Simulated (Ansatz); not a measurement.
# FH3N2OW: a ladder of functionals and wavefunction methods

The task here is to estimate one member of a computed series from the others.

Computed with Ansatz 0.2.0, Gaussian basis. Level: functionals in def2-TZVPP, the program's frozen cores in correlated methods.

Plan: LDA (SPW92), PBE-D4, revPBE-D4, BLYP-D4, r2SCAN-D4, B97M-V, PBE0-D4, B3LYP-D4, r2SCANh-D4, r2SCAN0-D4, HSE06-D4, BHLYP-D4, CAM-B3LYP-D4, LC-ωPBE, ωB97X-V, ωB97M-V, B2PLYP, PBE-QIDH; CCSD(T)/def2-SVP; CCSD(T)/def2-TZVPP; MP2/def2-QZVPP; extrapolation to the limit; RPA on PBE.

## The relaxed structure

An earlier PBE0-D4 in a triple-zeta def2 set relaxation fixed the geometry. W takes the def2 core potential; no spin-orbit term is included.

SMILES `[NH]=[W](=[NH])([OH])[F]`, 8 atoms, charge 0, spin multiplicity 1.

Atoms are counted from 1 here; the program's logs count them from 0.

Bond lengths: N1–W2 1.746 Å, N1–H6 1.008 Å, W2–N3 1.743 Å, W2–O4 1.894 Å, W2–F5 1.875 Å, N3–H7 1.007 Å, O4–H8 0.960 Å. Angles: W2–N1–H6 154.4°, N1–W2–N3 111.4°, N1–W2–O4 108.2°, N1–W2–F5 108.4°, N3–W2–O4 107.2°, N3–W2–F5 108.8°, O4–W2–F5 112.9°, W2–N3–H7 158.3°, W2–O4–H8 120.6°.

As a file:

```xyz
8
charge 0, multiplicity 1
N    -1.09397    0.98084    0.45354
W     0.10581    0.04363   -0.40068
N     1.63699    0.05931    0.43241
O    -0.48238   -1.75617   -0.45925
F     0.33813    0.79138   -2.10453
H    -1.42091    1.57599    1.19836
H     2.31191    0.28367    1.14507
H    -1.39560   -1.97865   -0.26491
```

The first run:

Contents of in.yaml:

```yaml
crystal:
  periodic: [false, false, false]
  atoms:
    - {symbol: N, position_ang: [-1.093974, 0.980838, 0.453542]}
    - {symbol: W, position_ang: [0.105807, 0.043627, -0.400676]}
    - {symbol: N, position_ang: [1.636995, 0.059313, 0.432406]}
    - {symbol: O, position_ang: [-0.482379, -1.756174, -0.459253]}
    - {symbol: F, position_ang: [0.338132, 0.791377, -2.104535]}
    - {symbol: H, position_ang: [-1.420906, 1.575992, 1.198363]}
    - {symbol: H, position_ang: [2.311912, 0.283674, 1.145067]}
    - {symbol: H, position_ang: [-1.395598, -1.978647, -0.264914]}
basis:
  gaussian: {orbitals: def2-TZVPP}
hamiltonian: {xc: lda}
output: {orbitals: {seedname: orbitals}}
```

On the command line:

```console
> ansatz run in.yaml --threads 4 --pin off --events-out ev --progress --plain --max-ram 10444MiB
```

Among the steps run: LDA; PBE-D4 (GGA); revPBE-D4 (GGA); BLYP-D4 (GGA); r2SCAN-D4 (meta-GGA); B97M-V (meta-GGA); B3LYP-D4 (hybrid); r2SCANh-D4 (hybrid); r2SCAN0-D4 (hybrid); HSE06-D4 (hybrid); BHLYP-D4 (hybrid); CAM-B3LYP-D4 (range-separated); LC-ωPBE (range-separated); ωB97X-V (range-separated); ωB97M-V (range-separated); B2PLYP (double hybrid); PBE-QIDH (double hybrid).

One of the session's tables, all rows but one given; the rest of the session is left out.

It belongs to the step «Orbital energies across the functionals». 

```
  functional  HOMO (eV)  gap (eV)
 LDA (SPW92)      -6.75      4.62
      PBE-D4      -6.55      4.68
   revPBE-D4      -6.47      4.70
     BLYP-D4      -6.42      4.63
   r2SCAN-D4      -6.85      5.09
      B97M-V      -6.89      5.17
     PBE0-D4      -7.92      6.87
    B3LYP-D4      -7.69      6.38
  r2SCANh-D4      -7.36      5.91
  r2SCAN0-D4          ?         ?
    HSE06-D4      -7.52      6.09
    BHLYP-D4      -9.19      9.06
CAM-B3LYP-D4      -9.28      9.30
     LC-ωPBE     -10.60     11.83
     ωB97X-V     -10.25     11.39
     ωB97M-V     -10.16     11.23
```

**Question.** Estimate the row for r2SCAN0-D4.

Worked estimate for «HOMO (eV)». Against the share of exact exchange, r2SCAN-D4 (0, -6.85), r2SCANh-D4 (0.1, -7.36) give a slope of -5.10 per unit share; at 0.25 the line stands at -8.12.

The run gave: HOMO (eV): -8.14; gap (eV): 7.15. In «HOMO (eV)» the line misses by +0.02.
